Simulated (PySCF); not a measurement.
# CH12Ge3NO5Y: the cost of one run

Computed with PySCF 2.14.0; each step states its level. No surroundings beyond the atoms listed, unless a continuum is named. Atoms count from 0, parts from 1.

### Step 1. Starting point

Each species was relaxed by itself at GFN2-xTB.

### Step 2. Reaction energy: PBE0-D3(BJ)/def2-SVP

The job: settings as JSON, then the geometry in Å.

```
{"job": {"kind": "react", "xc": "PBE0", "basis": "def2-SVP", "disp": "d3bj"}, "charge": 0, "multiplicity": 1}
-1 CH11Ge3NO3 charge 0 multiplicity 1
C     -1.889970     1.344380    -0.437120
O     -1.139470     1.414850     0.755680
Ge     0.264280     0.417490     1.104020
N      0.890050     0.745150     2.749910
O      1.509540     0.786860    -0.039110
Ge     2.071530     0.238370    -1.590390
O     -0.187840    -1.248170     0.998730
Ge    -0.741540    -2.366750    -0.211820
H     -1.295520     1.666010    -1.297960
H     -2.255330     0.325080    -0.617920
H     -2.742540     2.013590    -0.315070
H      1.291140     1.667850     2.855400
H      0.206790     0.608370     3.483220
H      3.272640     1.107170    -1.794670
H      1.001860     0.490090    -2.626180
H      2.400660    -1.226760    -1.515070
H      0.015940    -3.622030     0.096080
H     -2.223210    -2.515400     0.001720
H     -0.449010    -1.846160    -1.599460

-1 H3O3Y charge 0 multiplicity 1
O     -0.497000     1.715420    -0.407950
Y      0.463090     0.246250     0.472670
O     -0.870060    -0.913280     1.328500
O      1.367060    -0.802080    -0.920040
H     -0.131600     1.990800    -1.261380
H     -1.702490    -0.477560     1.562920
H      1.371000    -1.759550    -0.774710

+1 CH12Ge3NO5Y charge 0 multiplicity 1
C      0.363230    -2.427670    -0.983010
O      1.136010    -1.876220     0.072300
Ge     1.337550    -0.166870     0.389270
N      1.980990     0.919120    -0.869150
Y      0.027920     1.298740    -1.711520
O     -0.426810    -0.008190    -3.110900
O     -1.828690     2.044550    -1.312580
O      2.026570    -0.085910     1.951760
Ge     1.293160     0.920730     3.210930
O     -0.321450     0.652650     0.572660
Ge    -1.986840     0.034780     0.204380
H      0.852840    -3.354890    -1.283640
H     -0.644940    -2.655870    -0.617920
H      0.292270    -1.757270    -1.852000
H      2.770760     0.552850    -1.389100
H     -1.153150     0.191800    -3.720730
H     -2.066680     2.874810    -0.881520
H      1.191770     2.338440     2.718290
H     -0.042340     0.347130     3.581870
H      2.326980     0.765270     4.283320
H     -2.039890    -1.206940     1.107590
H     -2.890520     1.038460     0.860800
H     -2.198740    -0.439480    -1.221100

+1 H2O charge 0 multiplicity 1
O     -0.005610     0.379280    -0.005420
H     -0.769170    -0.200930     0.011670
H      0.774780    -0.178350    -0.006250
```

Level: PBE0-D3(BJ)/def2-SVP reaction energy of separated species, gas phase.

Command:

```
> OMP_NUM_THREADS=1 python cluster_run.py task.json out
```

This one command runs all jobs of the session in turn.

**Question.** How long does this first job take on 1 thread of Intel Xeon Platinum 8488C, shared host, and how much memory does it need?

About 97 s, with a peak of 1.4 GiB.
